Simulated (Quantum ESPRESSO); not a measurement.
Set up this calculation in Quantum ESPRESSO 7.5, as the native input.

```yaml
Task: single point
Functional: LDA
Potentials_or_basis: GBRV 1.5 LDA
Cutoff: 612 eV
Density_cutoff: 4898 eV
k_mesh: 4 × 4 × 7
Occupations: gaussian, width 0.05 eV
Spin: collinear spin, ferromagnetic start
Starting_moments: "[3.0, 3.0, 0.0, 0.0, 0.0, 0.0] μB"
Hubbard_terms: Mn d U = 2 eV
Hubbard_projectors: ortho-atomic
Double: 1
Start_of_the_occupations: atomic
Moments_locked: none
Magnetic_state_asked_for: free
Form_of_the_LDA_correlation: PZ81
Formal_shell_electrons: 1 d3, 2 d3
SCF_threshold: 2.4e-07 Ry
Most_SCF_iterations: 100
Mixing_ndim: 20
Mixing_beta: 0.7
```

Crystal: MnO2.

```
Mn O
1.0
     4.39600    0.00000    0.00000
     0.00000    4.39600    0.00000
     0.00000    0.00000    2.87100
Mn O
2 4
Direct
  0.00000 0.00000 0.00000
  0.50000 0.50000 0.50000
  0.30200 0.30200 0.00000
  0.19800 0.80200 0.50000
  0.69800 0.69800 0.00000
  0.80200 0.19800 0.50000
```

The input as run:

pw.in

```
&CONTROL
  calculation = 'scf'
  prefix = 'pwscf'
  outdir = './tmp'
  pseudo_dir = './pseudo'
  tprnfor = .true.
  tstress = .true.
  disk_io = 'nowf'
/
&SYSTEM
  ibrav = 0
  nat = 6
  ntyp = 2
  ecutwfc = 45
  ecutrho = 360
  nbnd = 40
  occupations = 'smearing'
  smearing = 'gaussian'
  degauss = 0.00367493
  nspin = 2
  starting_magnetization(1) = 0.2
  starting_magnetization(2) = 0
/
&ELECTRONS
  conv_thr = 2.4d-07
  electron_maxstep = 100
  mixing_beta = 0.7
  mixing_ndim = 20
/
ATOMIC_SPECIES
Mn    54.9380 mn_lda_v1.5.uspp.F.UPF
O     15.9990 o_lda_v1.2.uspp.F.UPF
CELL_PARAMETERS angstrom
   4.3959987700    0.0000000000    0.0000000000
   0.0000000000    4.3959987700    0.0000000000
   0.0000000000    0.0000000000    2.8709991900
ATOMIC_POSITIONS crystal
Mn     0.0000000000    0.0000000000    0.0000000000
Mn     0.5000000000    0.5000000000    0.5000000000
O      0.3020000000    0.3020000000    0.0000000000
O      0.1980000000    0.8020000000    0.5000000000
O      0.6980000000    0.6980000000    0.0000000000
O      0.8020000000    0.1980000000    0.5000000000
K_POINTS automatic
4 4 7 0 0 0
HUBBARD {ortho-atomic}
U Mn-3d 2.0
```

Potentials or basis: GBRV 1.5 LDA.

The run is started by

```bash
$ OMP_NUM_THREADS=1 mpirun -n 2 pw.x -nk 2 -in pw.in > pw.out
```

Results of the run:

The pressure is -8.4 GPa, the largest force is 0.547 eV/Å and the band gap on the k mesh is none (metal or under the smearing width). The net moment is 6.00 μB per cell, the absolute moment is 6.34 μB per cell and the site moments are Mn +2.50; O +0.04 μB. The valence electrons inside the program's atomic spheres are Mn 11.62; O 5.19.

Caveat: the k mesh is coarse; only a ferromagnetic start was run, and an antiferromagnetic order may lie lower in energy.

Wall time 43 s on 2 MPI ranks on Arm Neoverse V1 (shared host), peak memory 0.42 GiB a rank.
